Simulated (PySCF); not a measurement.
**Solver options tried on TlO⁻**

Aim: find out which solver settings change the answer for TlO⁻.

Program: PySCF 2.14.0. Level of theory: method and basis as typed in the scripts. These are calculated values, not measurements.

1 further run of the same task is left out (for a known fault of the program).

### Step 1. The starting structure

TlO⁻: 2 atoms, charge -1, spin multiplicity 1.

Bond lengths: Tl1–O2 2.236 Å.

### Step 2. The base run

Input file input.py:

```python
from pyscf import gto, scf

mol = gto.M(
    atom='Tl 0 0 0; O 0 0 2.236',
    basis='crenbl',
    ecp={'Tl': 'crenbl', 'O': 'crenbl'},
    charge=-1,
    spin=0,
    verbose=4,
)
mf = scf.RHF(mol)
mf.kernel()
mf.nuc_grad_method().kernel()
mf.dip_moment()
print('orbital energies (hartree):', mf.mo_energy[..., max(0, mol.nelec[1]-3):mol.nelec[0]+3].round(4))
```

The run is started by

```sh
> OMP_NUM_THREADS=1 python input.py
```

The log of this run is left out.

Base result: E(SCF) = -65.711755 Eh, 12 cycles, gradient on the second atom 0.0716 Eh/bohr.

The bond length is a typed value, not an optimised one. The dipole of an ion depends on the origin.

### Step 3. Smearing width 0.01 hartree

Edit 1 changes smearing width: none → 0.01 hartree; step after the SCF: gradient → none.

Input file input.py:

```python
from pyscf import gto, scf

mol = gto.M(
    atom='Tl 0 0 0; O 0 0 2.236',
    basis='crenbl',
    ecp={'Tl': 'crenbl', 'O': 'crenbl'},
    charge=-1,
    spin=0,
    verbose=4,
)
mf = scf.RHF(mol)
mf = scf.addons.smearing_(mf, sigma=0.01, method='fermi')
mf.kernel()
mf.dip_moment()
print('orbital energies (hartree):', mf.mo_energy[..., max(0, mol.nelec[1]-3):mol.nelec[0]+3].round(4))
```

The run is started by

```sh
> OMP_NUM_THREADS=1 python input.py
```

### Step 4. Convergence threshold 1e-07 hartree

Edit 2 changes convergence threshold: default → 1e-07 hartree.

input.py, as its differences from that of step 2:

```diff
@@ -11,2 +11,3 @@
 mf = scf.RHF(mol)
+mf.conv_tol = 1e-07
 mf.kernel()
```

### Step 5. Initial guess random

Edit 3 changes initial guess: minao → random.

input.py, as its differences from that of step 2:

```diff
@@ -11,2 +11,3 @@
 mf = scf.RHF(mol)
+mf.init_guess = 'random'
 mf.kernel()
```

### Step 6. Initial guess chk

Edit 4 changes initial guess: minao → chk.

input.py, as its differences from that of step 2:

```diff
@@ -11,2 +11,3 @@
 mf = scf.RHF(mol)
+mf.init_guess = 'chk'
 mf.kernel()
```

What does the calculation give? Wanted: for each run, E(SCF); from base; gap.

The runs gave:

| run | E(SCF) (hartree) | from base (eV) | cycles | gap (eV) |
| --- | --- | --- | --- | --- |
| base | -65.711755 | 0 | 12 | 7.70 |
| smearing width 0.01 hartree | -65.711755 | 0.0000 | 13 | n/a |
| convergence threshold 1e-07 hartree | -65.711755 | 0.0000 | 11 | 7.70 |
| initial guess random | -65.711755 | 0.0000 | 12 | 7.70 |
| initial guess chk | -65.711755 | 0.0000 | 12 | 7.70 |

Distance from each run's final energy (log10 hartree) by cycle:

| run | cycle 1 | cycle 2 | cycle 3 | cycle 5 | cycle 8 | cycle 12 |
| --- | --- | --- | --- | --- | --- | --- |
| base | -0.3 | 0.7 | -0.9 | -3.2 | -4.5 | < -11 |
| smearing width 0.01 hartree | -0.3 | 0.7 | -0.8 | -3.2 | -4.5 | -10.5 |
| convergence threshold 1e-07 hartree | -0.3 | 0.7 | -0.9 | -3.2 | -4.5 | done |
| initial guess random | -0.3 | 0.7 | -0.9 | -3.2 | -4.5 | < -11 |
| initial guess chk | -0.3 | 0.7 | -0.9 | -3.2 | -4.5 | < -11 |

What this shows: The SCF energy stays the same, to the digits that matter, with smearing width 0.01 hartree or convergence threshold 1e-07 hartree or initial guess random or initial guess chk. PySCF falls back to minao for a guess that it doesn't know or can't read, so that run repeats the base. With smearing width 0.01 hartree, initial guess random, initial guess chk the path hardly changes: 12 to 13 cycles against 12.
